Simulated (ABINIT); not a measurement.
A run of ABINIT 10.8.3 (patched build):

The input run.abi:

```
# Datasets: one volume each
ndtset 7
getwfk -1
scalecart1 3*0.9795861087
scalecart2 3*0.9864848297
scalecart3 3*0.9932883884
scalecart4 3*1.0000000000
scalecart5 3*1.0066227096
scalecart6 3*1.0131594038
scalecart7 3*1.0196128224

# Pseudopotentials
pp_dirpath "./"
pseudos "Sn.upf, Se.upf"

# Structure
acell 3*1.0 Angstrom
rprim
     0.0000000000     3.7331380000     3.7331380000
     3.7331380000     0.0000000000     3.7331380000
     3.7331380000     3.7331380000     0.0000000000
ntypat 2
znucl 50 34
natom 4
typat 1 1 1 2
xred
     0.5000000000     0.5000000000     0.5000000000
     0.7500000000     0.7500000000     0.7500000000
     0.2500000000     0.2500000000     0.2500000000
     0.0000000000     0.0000000000     0.0000000000

# Plane-wave basis
ecut 43.0

# k points
kptopt 1
ngkpt 6 6 6
nshiftk 1
shiftk 0.0 0.0 0.0

# Exchange and correlation
ixc -116133

# Bands and occupations
nband 35
occopt 3
tsmear 0.05 eV

# SCF cycle
nstep 100
tolvrs 1.0e-10

# Output
iomode 3
prtwf 1
prtden 0
prteig 0
prtebands 0
enunit 1
```

Potentials or basis: PseudoDojo NC SR PBEsol v0.4.1 standard.

Command:

```console
$ abinit run.abi > log 2>&1
```

Hardware: 1 thread of Arm Neoverse V2 (shared host).

How long does it take, and how much memory?

Wall time 20 min on 1 thread of Arm Neoverse V2, with other jobs on the host, peak memory 0.25 GiB. Counts: scf iterations 64, mpi ranks 1, k points 16, bands 35, plane waves 8948.
